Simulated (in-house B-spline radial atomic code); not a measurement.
# K¹⁷⁺: other nuclei and constants

Aim: how the energy and levels of K¹⁷⁺ answer to the nuclear charge and the speed of light.

Program: in-house B-spline radial atomic code version 1. Level of theory: Dirac-Hartree-Fock, average of configuration, Fermi nucleus, basis-set limit. These are calculated values, not measurements, unless marked.

### 1 What is computed

```
element       : potassium (Z = 19)
charge        : +17
electrons     : 2
configuration : 1s2
Hamiltonian   : Dirac-Coulomb
nucleus       : Fermi, rms radius 3.435 fm
```

Settings of the run:

```ini
Z = 19
electrons = 2.0
configuration = 1s2
hamiltonian = dirac
method = hf
spin_polarised = False
nucleus = fermi
rms_radius = 3.4349
mass_number = 39
atomic_mass = 38.96370648482
speed_of_light = 137.035999084
```

This reference run was done before. Its total energy is -350.903816 hartree (electron-nucleus part -716.9093, recoil term 0.004940464), and its levels are (the highest eight at most):

```csv
orbital,occupation,energy (eV),<r> (bohr)
1s1/2,2,-4614.64,0.08003
```

### 2 Speed of light × 1.02

Settings of the run:

```ini
Z = 19
electrons = 2.0
configuration = 1s2
hamiltonian = dirac
method = hf
spin_polarised = False
nucleus = fermi
rms_radius = 3.4349
mass_number = 39
atomic_mass = 38.96370648482
speed_of_light = 139.77671906568
```

### 3 Speed of light × 0.98

Settings: those of step 2 with these lines changed.

```diff
@@ -10,2 +10,2 @@
 atomic_mass = 38.96370648482
-speed_of_light = 139.77671906568
+speed_of_light = 134.29527910232
```

### 4 Speed of light × 3

Settings: those of step 3 with these lines changed.

```diff
@@ -10,2 +10,2 @@
 atomic_mass = 38.96370648482
-speed_of_light = 134.29527910232
+speed_of_light = 411.107997252
```

### 5 Speed of light × 100

Settings: those of step 4 with these lines changed.

```diff
@@ -10,2 +10,2 @@
 atomic_mass = 38.96370648482
-speed_of_light = 411.107997252
+speed_of_light = 13703.5999084
```

### 6 Nuclear charge +0.1

Settings: those of step 5 with these lines changed.

```diff
@@ -1,2 +1,2 @@
-Z = 19
+Z = 19.1
 electrons = 2.0
@@ -10,2 +10,2 @@
 atomic_mass = 38.96370648482
-speed_of_light = 13703.5999084
+speed_of_light = 137.035999084
```

### 7 Nuclear charge +0.5

Settings: those of step 6 with these lines changed.

```diff
@@ -1,2 +1,2 @@
-Z = 19.1
+Z = 19.5
 electrons = 2.0
```

By how much, and in which direction, does each change move the total energy and the levels?

The runs gave:

All values are changes from the reference run; energy changes under 9e-06 eV count as noise.

| change | Δ total energy (eV) | Δ 1s1/2 level (eV) |
| --- | --- | --- |
| speed of light × 1.02 | +1.779 | +0.8461 |
| speed of light × 0.98 | -1.891 | -0.8991 |
| speed of light × 3 | +40.4 | +19.21 |
| speed of light × 100 | +45.4 | +21.59 |
| nuclear charge +0.1 | -103 | -50.61 |
| nuclear charge +0.5 | -520.4 | -255.8 |

**Reading.** The largest shift, -520.4 eV, belongs to the run "nuclear charge +0.5". With the speed of light a hundred times larger relativity all but vanishes, so that run measures the relativistic lowering of the energy: 45.40 eV. Adding 0.1 to the nuclear charge changes the energy by -3.7835 hartree; 0.1 times the Hellmann-Feynman slope (electron-nucleus energy over Z) gives -3.7732 hartree to first order.
